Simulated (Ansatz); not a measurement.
# CH₃Cl₃SeZr: basis-set convergence

The task here is to estimate one member of a computed series from the others.

Program: Ansatz 0.2.0, Gaussian basis. Level of theory: one geometry, several basis sets. These are calculated values, not measurements.

Levels to be run: PBE0-D4/def2-SVP; ωB97M-V/def2-SVP; PBE0-D4/def2-QZVPP; ωB97M-V/def2-QZVPP; the functionals' def2-TZVPP values are taken from earlier runs.

### The relaxed structure

The geometry comes from an earlier relaxation with PBE0-D4 in a triple-zeta def2 set; it is a stationary point, not always the lowest conformer. Zr takes the def2 core potential; no spin-orbit term is included.

9 atoms, charge 0, spin multiplicity 1.

Atoms are counted from 1 here; the program's logs count them from 0.

Bond lengths: C1–Se2 1.973 Å, C1–H7 1.087 Å, C1–H8 1.096 Å, C1–H9 1.087 Å, Se2–Zr3 2.515 Å, Zr3–Cl4 2.334 Å, Zr3–Cl5 2.317 Å, Zr3–Cl6 2.334 Å. Angles: Se2–C1–H7 107.8°, Se2–C1–H8 113.6°, Se2–C1–H9 107.9°, H7–C1–H8 108.0°, H7–C1–H9 111.5°, H8–C1–H9 108.1°, C1–Se2–Zr3 85.2°, Se2–Zr3–Cl4 108.9°, Se2–Zr3–Cl5 106.4°, Se2–Zr3–Cl6 109.0°, Cl4–Zr3–Cl5 111.3°, Cl4–Zr3–Cl6 109.8°, Cl5–Zr3–Cl6 111.3°.

The first run:

File in.yaml:

```yaml
crystal:
  periodic: [false, false, false]
  atoms:
    - {symbol: C, position_ang: [-0.080197, -1.246887, 1.001873]}
    - {symbol: Se, position_ang: [1.570171, -0.775022, 0.029473]}
    - {symbol: Zr, position_ang: [0.208765, 1.104834, -0.938129]}
    - {symbol: Cl, position_ang: [-1.609750, 0.205420, -2.091550]}
    - {symbol: Cl, position_ang: [1.617470, 2.269304, -2.361501]}
    - {symbol: Cl, position_ang: [-0.551952, 2.463920, 0.799976]}
    - {symbol: H, position_ang: [0.133169, -1.191905, 2.066470]}
    - {symbol: H, position_ang: [-0.921106, -0.577211, 0.789330]}
    - {symbol: H, position_ang: [-0.366578, -2.252464, 0.704069]}
basis:
  gaussian: {orbitals: def2-SVP}
hamiltonian: {xc: pbe0, dispersion: d4}
output: {orbitals: {seedname: orbitals}}
```

Run with:

```sh
$ ansatz run in.yaml --threads 4 --pin off --events-out ev --progress --plain --max-ram 11315MiB
```

Among the steps run: PBE0-D4 in def2-SVP; ωB97M-V in def2-SVP; PBE0-D4 in def2-QZVPP; ωB97M-V in def2-QZVPP.

One table of the session follows, with a row left open; its other results are not shown here.

It belongs to the step «Density functionals: the series». 

| functional | basis | HOMO (eV) | LUMO (eV) |
| --- | --- | --- | --- |
| PBE0-D4 | def2-SVP | -7.43 | -2.53 |
| PBE0-D4 | def2-TZVPP | -7.43 | -2.54 |
| PBE0-D4 | def2-QZVPP | ? | ? |
| ωB97M-V | def2-SVP | -9.46 | -0.45 |
| ωB97M-V | def2-TZVPP | -9.50 | -0.51 |
| ωB97M-V | def2-QZVPP | -9.51 | -0.53 |

Estimate the missing values for PBE0-D4, def2-QZVPP.

**Answer.** HOMO (eV): -7.44; LUMO (eV): -2.55. In the column «HOMO (eV)» it lies between ωB97M-V, def2-SVP (-9.46) and PBE0-D4, def2-SVP (-7.43).
